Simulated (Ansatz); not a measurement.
# GaH2+ (triplet): the correlation ladder at scale of all distances = 1.275, aug-cc-pVTZ

An exercise on one series of results from a longer session: the logs are not shown, and one member is left open.

Computed with Ansatz 0.2.0, Gaussian basis. Level: aug-cc-pVTZ, core rule «outside noble gas», up to 14 orbitals frozen.

The runs, in order: UHF; CCSD(T) on ROHF; CCSD(T) on UHF; BCCD(T) on ROHF; CCSDT(Q) on ROHF; CCSDT(Q) on UHF; CASSCF and NEVPT2, 4 electrons in 6 orbitals; Full CI.

8 further runs of the same task are left out: 6 that didn't finish, 2 set aside as unsound or not needed.

### What is computed

The geometry derives from a PBE0/def2-TZVP stationary point (not a proven minimum). All distances are scaled together. No spin-orbit coupling is included. The filled d shell of Ga may be among the frozen orbitals whatever the setting's name suggests; the logs give the count.

3 atoms, charge 1, spin multiplicity 3.

Atoms are counted from 1 here; the program's logs count them from 0.

No contacts short enough for the rule that draws bonds.

Geometry (Å):

| atom | x (Å) | y (Å) | z (Å) |
| --- | --- | --- | --- |
| Ga1 | 0.0000 | 0.0000 | -0.0513 |
| H2 | 0.0000 | 1.3238 | 1.7735 |
| H3 | 0.0000 | -1.3238 | 1.7735 |

Set-up of the first run:

Input file in.yaml:

```yaml
crystal:
  periodic: [false, false, false]
  atoms:
    - {symbol: Ga, position_ang: [0.000000, 0.000000, -0.051278]}
    - {symbol: H, position_ang: [0.000000, 1.323771, 1.773535]}
    - {symbol: H, position_ang: [0.000000, -1.323771, 1.773535]}
basis:
  gaussian: {orbitals: aug-cc-pVTZ}
total_charge: 1
magnetization: {spin_polarized: true, initial_magnetization: 2}
hamiltonian: {xc: hf}
output: {orbitals: {seedname: orbitals}}
```

The run is started by

```console
ansatz run in.yaml --threads 1 --pin off --events-out ev --progress --plain --max-ram 2393MiB
```

Among the steps run: UHF; CCSD(T) on ROHF; CCSD(T) on UHF; BCCD(T) on ROHF; CCSDT(Q) on ROHF; CCSDT(Q) on UHF; CASSCF and NEVPT2, 4 electrons in 6 orbitals; Full CI.

One of the session's tables, all rows but one given; the rest of the session is left out.

```
        method  from FCI (meV)
          ROHF         +1474.9
           UHF         +1282.5
          RMP2          +478.4
          UMP2               ?
         RCCSD           +29.7
         UCCSD           +22.1
      RCCSD(T)            +8.0
      UCCSD(T)            +3.6
       BCCD(T)            +7.9
        RCCSDT            +0.2
        UCCSDT            -3.9
     RCCSDT(Q)             0.0
     UCCSDT(Q)            -4.1
CASSCF valence          +421.2
NEVPT2 valence          +129.7
           FCI               0
```

Estimate the missing values for UMP2.

As computed: from FCI (meV): +435.4. In the column «from FCI (meV)» it lies between CASSCF valence (+421.2) and RMP2 (+478.4).

Caveats from the session: UCCSDT, UCCSDT(Q) fall below full CI: unrestricted runs freeze a spin-polarised core, another one than full CI's, and coupled cluster isn't variational. Levels on UHF freeze UHF's core orbitals, full CI those of ROHF, so the U rows can settle a little off it for that reason alone. Restricted and unrestricted rows rest on different reference determinants; where their highest levels disagree by more than a few hundredths of an eV, they describe different states and don't form one ladder.
